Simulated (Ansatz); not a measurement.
two structures of BiTe, a comparison of enthalpies under pressure

Program: Ansatz 0.2.0, Python API.

Typed at the interpreter:
```pycon
>>> import ansatz as az
>>> import numpy as np
>>> def zincblende(first, second, a):
...     return (
...         az.Lattice.fcc(a)
...         .space_group(216)
...         .atom(first, [0, 0, 0])
...         .atom(second, [0.25, 0.25, 0.25])
...         .primitive()
...     )
...
>>> def cscl(a_site, b_site, a):
...     return (
...         az.Lattice.cubic(a)
...         .space_group(221)
...         .atom(a_site, [0, 0, 0])
...         .atom(b_site, [0.5, 0.5, 0.5])
...     )
...
>>> def compute(name, crystal, pressure=0.0):
...     calc = (
...         crystal.calculation()
...         .functional('lda')
...         .basis(460)
...         .kpoints(spacing=0.27)
...         .occupations('fermi_dirac', width=0.05)
...     )
...     calc = calc.relax(force_tolerance=0.01, max_steps=60, cell=True, pressure=pressure)
...     return calc.run(threads=1)
...
>>> def volume_per_atom(outcome):
...     return abs(np.linalg.det(outcome.lattice.cell_ang)) / len(outcome.lattice.sites)
...
>>> phases = {}
>>> phases['zincblende'] = zincblende('Bi', 'Te', 6.91)
>>> phases['CsCl'] = cscl('Bi', 'Te', 3.98)
>>> # enthalpy per atom at each pressure
>>> pressures = [0, 5, 10, 20]
>>> enthalpy, volume = {name: [] for name in phases}, {name: [] for name in phases}
>>> for p in pressures:
...     for name, crystal in phases.items():
...         o = compute(name, crystal, pressure=p)
...         volume[name].append(volume_per_atom(o))
...         enthalpy[name].append(o.report['energy_sigma0_ev'] / len(o.lattice.sites) + p * volume[name][-1] / 160.21766)
...

>>> gap = np.array(enthalpy['CsCl']) - np.array(enthalpy['zincblende'])
>>> rows = [(p, va, vb, 1000 * d) for p, va, vb, d in zip(pressures, volume['zincblende'], volume['CsCl'], gap)]
>>> print('   P (GPa)  V zincblende (A^3/atom)  V CsCl (A^3/atom)  H(CsCl) - H(zincblende) (meV/atom)')
   P (GPa)  V zincblende (A^3/atom)  V CsCl (A^3/atom)  H(CsCl) - H(zincblende) (meV/atom)
>>> for row in rows:
...     print(f'{row[0]:10d}  {row[1]:23.3f}  {row[2]:17.3f}  {row[3]:+34.1f}')
...
         0                   43.786             28.129                              -262.4
         5                   39.233             26.363                              -701.7
        10                   36.343             25.068                             -1076.2
        20                   32.605             23.214                             -1715.6
>>> crossings = [p0 - g0 * (p1 - p0) / (g1 - g0) for p0, p1, g0, g1 in zip(pressures, pressures[1:], gap, gap[1:]) if g0 * g1 < 0]
>>> print('crossing near', [round(float(p), 1) for p in crossings], 'GPa') if crossings else print('no crossing in this range')
no crossing in this range
```

Reading the output:
- At a fixed pressure a relaxation lowers the enthalpy F + PV, while F alone can rise.
- For the metals among these phases the mesh is modest: differences between phases can be off by up to 40 meV an atom.
- Spin-orbit coupling, which matters for elements this heavy, is left out.
- Only these two structures are compared, at zero temperature and with their symmetry kept; either may be hypothetical, and another phase may be lower than both. Differences under about 40 meV an atom lie within the error of mesh and functional.
- The cells are prototypes set up for this calculation and needn't exist.
- Hardware and time: 66 s on 1 thread of Arm Neoverse V2 (shared host), peak memory 0.44 GiB.

(Lines on the test bed's own set-up are left out of the output.)
